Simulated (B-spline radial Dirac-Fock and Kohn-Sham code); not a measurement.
**An X-ray data sheet for Ru, step by step**

Aim: for atomic ruthenium, compute its X-ray form factor and Compton profile, the binding energy of each subshell and how cheaper methods do for the levels.

Method: a free atom or ion on a radial basis; each step names its model; computed with B-spline radial Dirac-Fock and Kohn-Sham code, version 2.

**1. What is computed**

Neutral ruthenium, configuration 1s2 2s2 2p6 3s2 3p6 3d10 4s2 4p6 4d8 (not the ground configuration).

```yaml
nuclear_charge: 44
electrons: 44
mass_number: 102
nuclear_rms_radius: 4.4809 fm
```

Outer shells as boxes (Hund's rule, for the drawing alone; heavy ions are jj-coupled, and the calculation averages over the configuration):

```
[Kr] core
4d [↑↓][↑↓][↑↓][↑ ][↑ ]
```

**2. Scattering by the electron cloud**

Model: Dirac-Fock average of configuration, finite nucleus; form factor of the spherical density, Waller-Hartree incoherent function, impulse-approximation Compton profiles.

The run's settings:

```ini
task = scatter
Z = 44
charge = 0
configuration = 1s2 2s2 2p6 3s2 3p6 3d10 4s2 4p6 4d8
mass_number = 102
rms_radius = 4.4809  # fm
s = [0.0, 0.09, 0.11, 0.13, 0.16, 0.2, 0.24, 0.29, 0.35, 0.43, 0.53, 0.64, 0.79, 0.96, 1.17, 1.43, 1.74, 2.13, 2.59, 3.16, 3.86, 4.71, 5.75]  # 1/A
pz = [0, 0.1, 0.15, 0.21, 0.31, 0.45, 0.65, 0.95, 1.4, 2.0, 2.9, 4.3, 6.2, 9.1, 13.0, 19.0, 28.0, 41.0, 60.0, 87.0, 130.0]  # a.u.
photon_energy = [1000, 2000, 5000, 8047.8, 10000, 17479.3, 20000, 500000]  # eV
```

Results of the run (chosen fields of its result record, rounded):

```text
{
  "status": "converged",
  "form_factor [e]": [44.0, 41.522, 40.484, 39.361, 37.594, 35.219, 32.941, 30.335, 27.623, 24.696, 21.93, 19.632, 17.098, 14.55, 11.754, 9.0717, 7.0689, 5.7632, 4.8904, 3.9918, 3.0023, 2.1363, 1.5543],
  "incoherent": [-2.3164e-12, 2.8979, 3.9027, 4.8828, 6.2533, 7.8881, 9.3699, 11.111, 13.112, 15.626, 18.415, 20.941, 23.612, 25.997, 28.461, 30.996, 33.387, 35.626, 37.518, 39.175, 40.538, 41.546, 42.253],
  "compton_total [1/a.u.]": [7.1242, 7.1166, 7.107, 7.0895, 7.0412, 6.913, 6.5649, 5.7381, 4.3296, 2.9214, 1.9429, 1.3782, 0.87291, 0.44121, 0.21379, 0.087886, 0.03081, 0.0096633, 0.0024811, 0.00052753, 8.412e-05],
  "shells": ["1s1/2", "2s1/2", "2p1/2", "2p3/2", "3s1/2", "3p1/2", "3p3/2", "3d3/2", "3d5/2", "4s1/2", "4p1/2", "4p3/2", "4d3/2", "4d5/2"],
  "occupation": [2.0, 2.0, 2.0, 4.0, 2.0, 2.0, 4.0, 4.0, 6.0, 2.0, 2.0, 4.0, 3.2, 4.8],
  "mean_momentum [a.u.]": [39.426, 13.795, 18.519, 17.827, 6.4477, 7.6923, 7.491, 8.7968, 8.7195, 2.6643, 2.8767, 2.7981, 2.2649, 2.2194],
  "r2 [bohr^2]": 46.75,
  "r_inverse [1/bohr]": 249.24,
  "r1 [bohr]": 31.269,
  "coherent [b]": [1227.7, 1091.6, 703.14, 485.11, 398.88, 212.27, 177.01, 0.68132],
  "incoherent_cross_section [b]": [0.85544, 2.4627, 6.469, 9.5813, 11.107, 14.913, 15.782, 12.578],
  "radial_jk": {
    "4d": {"j0": [1.0, 0.7974, 0.71808, 0.63618, 0.51588, 0.3715, 0.25269, 0.14154, 0.055475, -0.0014508, -0.019446, -0.011368, 0.0066732, 0.01753, 0.01769, 0.010738, 0.0035969, -0.00047606, -0.0014627, -0.0010916, -0.00051308, -0.00016499, -3.1272e-05], "j2": [0.0, 0.075495, 0.10171, 0.12651, 0.15809, 0.18656, 0.19928, 0.19709, 0.17683, 0.13626, 0.08475, 0.041403, 0.0086397, -0.003032, -0.0014208, 0.0045742, 0.007854, 0.0071945, 0.00467, 0.0022681, 0.00081455, 0.00019607, 1.2911e-05], "j4": [0.0, 0.0038724, 0.0075205, 0.012565, 0.022366, 0.037994, 0.054167, 0.072145, 0.087765, 0.097223, 0.093892, 0.078584, 0.051921, 0.026314, 0.0075924, -0.00045695, -0.00034179, 0.00243, 0.0039979, 0.0037674, 0.0025911, 0.0014193, 0.00064322], "r2": 3.9882, "r4": 39.096, "r6": 821.63}
  }
}
```

The scattering functions against s = sin θ / λ:

| s (1/Å) | f (e) | f / N | S(s) |
| --- | --- | --- | --- |
| 0 | 44.00 | 1.000 | 0 |
| 0.110 | 40.48 | 0.920 | 3.903 |
| 0.160 | 37.59 | 0.854 | 6.253 |
| 0.240 | 32.94 | 0.749 | 9.370 |
| 0.350 | 27.62 | 0.628 | 13.11 |
| 0.530 | 21.93 | 0.498 | 18.42 |
| 0.790 | 17.10 | 0.389 | 23.61 |
| 1.17 | 11.75 | 0.267 | 28.46 |
| 1.74 | 7.069 | 0.161 | 33.39 |
| 2.59 | 4.890 | 0.111 | 37.52 |
| 3.86 | 3.002 | 0.068 | 40.54 |
| 5.75 | 1.554 | 0.035 | 42.25 |

**3. Binding energies**

Model: Dirac-Fock average of configuration, Delta-SCF, finite nucleus, first-order Breit with its frequency dependence, self-energy and vacuum polarisation.

Settings, as recorded:

```ini
task = binding
```

Results of the run (chosen fields of its result record, rounded):

```text
{
  "status": "converged",
  "shells": ["K", "L1", "L2", "L3", "M1", "M2", "M3", "M4", "M5", "N1", "N2", "N3", "N4,5"],
  "total_energy_parts [Ha]": [-4529.24048, 3.16344087, -0.316275239, -0.0216643158, 2.12888805, -0.247638068],
  "koopmans [eV]": [22247.5, 3274.95, 3015.61, 2883.92, 608.258, 506.255, 483.118, 303.939, 299.478, 90.5542, 57.9515, 54.3779, 7.29006],
  "dirac_coulomb [eV]": [22184.6, 3240.71, 2978.34, 2847.5, 593.37, 491.078, 468.285, "-", "-", 85.4894, 53.5334, 50.2029, 5.15732],
  "gaunt [eV]": [-45.5832, -3.82774, -6.99126, -4.99753, -0.474578, -0.957049, -0.609656, "-", "-", -0.0658685, -0.120034, -0.0670445, 0.00558417],
  "retardation [eV]": [3.18591, 0.216789, 0.77373, 0.772996, 0.0163084, 0.105003, 0.104638, "-", "-", 0.00236182, 0.013591, 0.0135288, -0.000956212],
  "breit_frequency [eV]": [0.259492, -0.0282018, -0.00162357, 0.112858, -0.00634943, -0.00390386, 0.0178352, "-", "-", -0.000959993, -0.000627197, 0.00261324, -0.00010589],
  "self_energy [eV]": [-23.9935, -2.81328, 0.241278, -0.0204807, -0.531844, 0.0425762, -0.002351, "-", "-", -0.0904026, 0.00500956, -0.0017058, 0.00100966],
  "vacuum_polarisation [eV]": [2.8747, 0.312626, -0.0133697, -0.0192996, 0.0572986, -0.00289419, -0.00408893, "-", "-", 0.00972624, -0.00026889, -0.00044816, -8.08322e-05],
  "binding [eV]": [22121.4, 3234.57, 2972.35, 2843.34, 592.431, 490.261, 467.791, "-", "-", 85.3443, 53.431, 50.1498, 5.16277],
  "mean_radius [bohr]": [0.0334268, 0.145035, 0.123707, 0.128431, 0.40002, 0.393945, 0.404104, 0.381013, 0.384411, 1.03144, 1.12424, 1.15396, 1.7888]
}
```

total_energy_parts: Dirac-Coulomb, Gaunt, retardation, frequency dependence, self-energy, vacuum polarisation. Blank entries are hole states that did not converge, or in which two open shells of one symmetry are about equally filled, where the average of configuration falls too low.

Each level as Koopmans' value plus corrections (eV):

| level | -ε | relaxation | Breit | QED | binding |
| --- | --- | --- | --- | --- | --- |
| K | 22247.5 | -62.88 | -42.14 | -21.12 | 22121.4 |
| L1 | 3274.9 | -34.24 | -3.64 | -2.50 | 3234.6 |
| L2 | 3015.6 | -37.27 | -6.22 | 0.23 | 2972.4 |
| L3 | 2883.9 | -36.42 | -4.11 | -0.04 | 2843.3 |
| M1 | 608.3 | -14.89 | -0.46 | -0.47 | 592.4 |
| M2 | 506.3 | -15.18 | -0.86 | 0.04 | 490.3 |
| M3 | 483.1 | -14.83 | -0.49 | -0.01 | 467.8 |
| N1 | 90.55 | -5.06 | -0.06 | -0.08 | 85.34 |
| N2 | 57.95 | -4.42 | -0.11 | 0.00 | 53.43 |
| N3 | 54.38 | -4.18 | -0.05 | 0.00 | 50.15 |
| N4,5 | 7.29 | -2.13 | 0.00 | 0.00 | 5.16 |

X-ray lines as differences of these levels:

| line | energy (eV) |
| --- | --- |
| Kβ2' (K-N3) | 22071.2 |
| Kβ2'' (K-N2) | 22067.9 |
| Kβ1 (K-M3) | 21653.6 |
| Kβ3 (K-M2) | 21631.1 |
| Kα1 (K-L3) | 19278.0 |
| Kα2 (K-L2) | 19149.0 |
| Lγ3 (L1-N3) | 3184.4 |
| Lγ2 (L1-N2) | 3181.1 |
| Lγ5 (L2-N1) | 2887.0 |
| Lβ3 (L1-M3) | 2766.8 |
| Lβ6 (L3-N1) | 2758.0 |
| Lβ4 (L1-M2) | 2744.3 |
| Lη (L2-M1) | 2379.9 |
| Lℓ (L3-M1) | 2250.9 |

**4. Dirac LDA, for comparison**

Model: Dirac-Kohn-Sham LDA (Slater exchange, VWN correlation), finite nucleus, spherical and without spin polarisation.

Settings, as recorded:

```ini
task = binding-ladder
method = lda,vwn
relativity = dirac
```

Results of the run (chosen fields of its result record, rounded):

```text
{
  "status": "converged",
  "shells": ["K", "L1", "L2", "L3", "M1", "M2", "M3", "M4", "M5", "N1", "N2", "N3", "N4,5"],
  "minus_eigenvalue [eV]": [21893.5, 3145.47, 2908.27, 2777.55, 551.057, 458.929, 436.738, 272.976, 268.648, 73.675, 46.2282, 42.8215, 3.3925],
  "delta_scf [eV]": [22178.3, 3192.02, 2966.74, 2833.16, 565.489, 473.656, 451.04, 288.413, 283.939, 79.4409, 51.7539, 48.2715, 7.88215],
  "total_energy [Ha]": -4527.01749,
  "dirac_fock_binding [eV]": [22121.4, 3234.57, 2972.35, 2843.34, 592.431, 490.261, 467.791, "-", "-", 85.3443, 53.431, 50.1498, 5.16277]
}
```

Against the Dirac-Fock value with Breit and QED (eV):

| level | -ε | miss | ΔSCF | miss | Dirac-Fock |
| --- | --- | --- | --- | --- | --- |
| K | 21893.5 | -227.9 | 22178.3 | +57.0 | 22121.4 |
| L1 | 3145.5 | -89.1 | 3192.0 | -42.5 | 3234.6 |
| L2 | 2908.3 | -64.1 | 2966.7 | -5.6 | 2972.4 |
| L3 | 2777.6 | -65.8 | 2833.2 | -10.2 | 2843.3 |
| M1 | 551.1 | -41.4 | 565.5 | -26.9 | 592.4 |
| M2 | 458.9 | -31.3 | 473.7 | -16.6 | 490.3 |
| M3 | 436.7 | -31.1 | 451.0 | -16.8 | 467.8 |
| N1 | 73.67 | -11.7 | 79.44 | -5.9 | 85.34 |
| N2 | 46.23 | -7.2 | 51.75 | -1.7 | 53.43 |
| N3 | 42.82 | -7.3 | 48.27 | -1.9 | 50.15 |
| N4,5 | 3.39 | -1.8 | 7.88 | +2.7 | 5.16 |

**5. Cost and miss of the cheaper method**

| method | level | eigenvalue miss (%) | ΔSCF miss (%) | time |
| --- | --- | --- | --- | --- |
| Dirac LDA | K | -1.03 | +0.26 | 7.5 s |
| Dirac-Fock + Breit + QED | all | - | reference | 11 s |

Times cover the ground state and all hole states of a step, on one thread of a shared host; states solved in an earlier step are reused, and a first call can include compiling.

**6. Outcome**

```
                        quantity                 value
rms radius of the electron cloud             1.03 bohr
           form factor halves at              0.53 1/Å
         Compton profile at zero          7.124 1/a.u.
    deepest level listed, K (1s)            22121.4 eV
          least bound, N4,5 (4d)               5.16 eV
                             Kα1            19278.0 eV
 Dirac LDA, K: eigenvalue / ΔSCF  21893.5 / 22178.3 eV
```

f falls from 44 to half of that at s = 0.53 1/Å. Incoherent scattering outweighs coherent from 500 keV on, among the energies asked. For K (1s), relaxation takes off 62.9 eV, Breit terms shift it by -42.14 and QED by -21.12 eV. Dirac LDA misses the K level by -1.0 % with its eigenvalue and by +0.3 % with ΔSCF, so total-energy differences mend most of the error. The Hartree-Fock and Dirac-Fock values hold no electron correlation.
